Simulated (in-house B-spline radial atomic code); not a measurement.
# As²⁺: excited configurations

How much energy does it take to promote electrons of As²⁺ to other shells? Each configuration is solved by itself and compared with the reference.

The numbers are computed with in-house B-spline radial atomic code version 1 (non-relativistic CAM-B3LYP, spin-polarised, spherical density, exact exchange averaged over the configuration, point nucleus, basis-set limit), except any that are marked as measured or tabulated.

### Step 1. What is computed

```
element       : arsenic (Z = 33)
charge        : +2
electrons     : 31
configuration : [Ar] 3d10 4s2 4p1
Hamiltonian   : non-relativistic
nucleus       : point
```

The outer shells:

[Ar] 3d10 4s2 4p1
```
[Ar] core
3d [↑↓][↑↓][↑↓][↑↓][↑↓]
4s [↑↓]
4p [↑ ][  ][  ]
```

Where spins are not typed, each open shell is filled with up spins first.

### Step 2. Reference run

Input settings:

```ini
Z = 33
electrons = 31.0
configuration = [Ar] 3d10 4s2 4p1
hamiltonian = nr
method = camb3lyp
spin_polarised = True
exact_exchange = averaged over the configuration
```

The run is started by

```console
python run_scf.py task.json out
```

task.json lists these runs, among others, and the program works through them in turn.

### Step 3. [Ne] 3s2 3p5 3d10 4s2 4p1 4f1

Changes to the settings of step 2:

```diff
@@ -2,3 +2,3 @@
 electrons = 31.0
-configuration = [Ar] 3d10 4s2 4p1
+configuration = [Ne] 3s2 3p5 3d10 4s2 4p1 4f1
 hamiltonian = nr
```

### Step 4. Run with [Ar] 3d10 4s1 4p1 4f1

Input settings:

```ini
Z = 33
electrons = 31.0
configuration = [Ar] 3d10 4s1 4p1 4f1
hamiltonian = nr
method = camb3lyp
spin_polarised = True
exact_exchange = averaged over the configuration
```

### Step 5. Run with [Ar] 3d9 4s2 4p1 5d1

Changes to the settings of step 4:

```diff
@@ -2,3 +2,3 @@
 electrons = 31.0
-configuration = [Ar] 3d10 4s1 4p1 4f1
+configuration = [Ar] 3d9 4s2 4p1 5d1
 hamiltonian = nr
```

### Step 6. [Ar] 3d10 4s1 4p1 4d1

Changes to the settings of step 5:

```diff
@@ -2,3 +2,3 @@
 electrons = 31.0
-configuration = [Ar] 3d9 4s2 4p1 5d1
+configuration = [Ar] 3d10 4s1 4p1 4d1
 hamiltonian = nr
```

### Step 7. [Ar] 3d9 4s2 4p1 5s1

Changes to the settings of step 6:

```diff
@@ -2,3 +2,3 @@
 electrons = 31.0
-configuration = [Ar] 3d10 4s1 4p1 4d1
+configuration = [Ar] 3d9 4s2 4p1 5s1
 hamiltonian = nr
```

### Step 8. [Ar] 3d10 4s1 4p1 5f1

Changes to the settings of step 7:

```diff
@@ -2,3 +2,3 @@
 electrons = 31.0
-configuration = [Ar] 3d9 4s2 4p1 5s1
+configuration = [Ar] 3d10 4s1 4p1 5f1
 hamiltonian = nr
```

**Question.** How far above the reference does each configuration lie (order and size, in eV)?

As calculated:

| net move | configuration | 2|M_S|+1 | energy above the reference (eV) | largest <r> (bohr) |
| --- | --- | --- | --- | --- |
| 4s → 4d | [Ar] 3d10 4s1 4p1 4d1 | 4 | 22.136 | 3.10 |
| 4s → 4f | [Ar] 3d10 4s1 4p1 4f1 | 4 | 29.625 | 5.49 |
| 4s → 5f | [Ar] 3d10 4s1 4p1 5f1 | 4 | 32.392 | 9.63 |
| 3d → 5s | [Ar] 3d9 4s2 4p1 5s1 | 4 | 58.977 | 4.03 |
| 3d → 5d | [Ar] 3d9 4s2 4p1 5d1 | 4 | 66.223 | 6.38 |
| 3p → 4f | [Ne] 3s2 3p5 3d10 4s2 4p1 4f1 | 4 | 159.81 | 5.41 |

What this shows: At the bottom stands 4s → 4d (22.136 eV), at the top 3p → 4f (159.81 eV). 3 of them lie more than 60 % above minus the reference's highest level (25.977 eV), in the range where a state can decay by emitting an electron. The reference has 2|M_S|+1 = 2; 6 of the configurations differ from it in spin. These are spherical averages at the typed spins, not spectroscopic levels.
